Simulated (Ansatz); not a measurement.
# C3H11NSi: the cost of one run

Method: RKS B3LYP-D4/def2-SVP, in Ansatz 0.2.0.

**1. Starting point**

Bond lengths (14 of 15 bonds, heavy atoms first): C1–Si2 1.857 Å, Si2–C3 1.832 Å, Si2–C4 1.855 Å, C4–N5 1.434 Å, C1–H6 1.133 Å, C1–H7 1.045 Å, C1–H8 1.097 Å, Si2–H9 1.502 Å, C3–H10 1.137 Å, C3–H11 1.101 Å, C3–H12 1.098 Å, C4–H13 1.085 Å, C4–H14 1.190 Å, N5–H15 1.018 Å. Angles (14 of 27 angles, heavy atoms first): C1–Si2–C3 108.8°, C1–Si2–C4 112.9°, C3–Si2–C4 108.9°, Si2–C4–N5 112.9°, C1–Si2–H9 109.1°, C3–Si2–H9 108.4°, C4–Si2–H9 108.7°, Si2–C1–H6 109.5°, Si2–C1–H7 113.7°, Si2–C1–H8 109.2°, Si2–C3–H10 112.1°, Si2–C3–H11 112.0°, Si2–C3–H12 114.4°, Si2–C4–H13 115.0°.

Coordinates:

```xyz
16

C    -0.3291   -1.2395   -1.7044
Si    0.0178   -0.5709   -0.0075
C     1.8221   -0.3041    0.1643
C    -0.8595    1.0275    0.3329
N    -0.6954    1.4769    1.6845
H    -0.0795   -0.4522   -2.4794
H     0.1736   -2.1310   -1.9153
H    -1.4125   -1.3597   -1.8300
H    -0.4102   -1.5828    1.0164
H     2.1074    0.0206    1.2159
H     2.3929   -1.2308   -0.0019
H     2.2325    0.4654   -0.5026
H    -0.6658    1.8185   -0.3844
H    -2.0306    0.8583    0.2062
H    -1.2149    2.3349    1.8611
H    -1.0719    0.8462    2.3886
```

**2. Relaxing end A**

Input file input.yaml:

```yaml
crystal:
  periodic: [false, false, false]
  atoms:
    - { symbol: C, position_ang: [-0.3291, -1.2395, -1.7044] }
    - { symbol: Si, position_ang: [0.0178, -0.5709, -0.0075] }
    - { symbol: C, position_ang: [1.8221, -0.3041, 0.1643] }
    - { symbol: C, position_ang: [-0.8595, 1.0275, 0.3329] }
    - { symbol: "N", position_ang: [-0.6954, 1.4769, 1.6845] }
    - { symbol: H, position_ang: [-0.0795, -0.4522, -2.4794] }
    - { symbol: H, position_ang: [0.1736, -2.131, -1.9153] }
    - { symbol: H, position_ang: [-1.4125, -1.3597, -1.83] }
    - { symbol: H, position_ang: [-0.4102, -1.5828, 1.0164] }
    - { symbol: H, position_ang: [2.1074, 0.0206, 1.2159] }
    - { symbol: H, position_ang: [2.3929, -1.2308, -0.0019] }
    - { symbol: H, position_ang: [2.2325, 0.4654, -0.5026] }
    - { symbol: H, position_ang: [-0.6658, 1.8185, -0.3844] }
    - { symbol: H, position_ang: [-2.0306, 0.8583, 0.2062] }
    - { symbol: H, position_ang: [-1.2149, 2.3349, 1.8611] }
    - { symbol: H, position_ang: [-1.0719, 0.8462, 2.3886] }
basis:
  gaussian: { orbitals: def2-SVP }
hamiltonian:
  xc: b3lyp
  dispersion: d4
relax:
  f_tol: 0.015
  max_steps: 40
```

Command:

```console
$ ansatz run input.yaml --threads 2 --pin off --max-ram 3072MiB --backend cpu --events-out ev --progress --plain --runs-dir out
```

What time and memory should one allow on 2 threads of Intel Xeon at 2.80GHz (Skylake/Cascade Lake), shared host?

About 22 s, with a peak of 0.33 GiB.
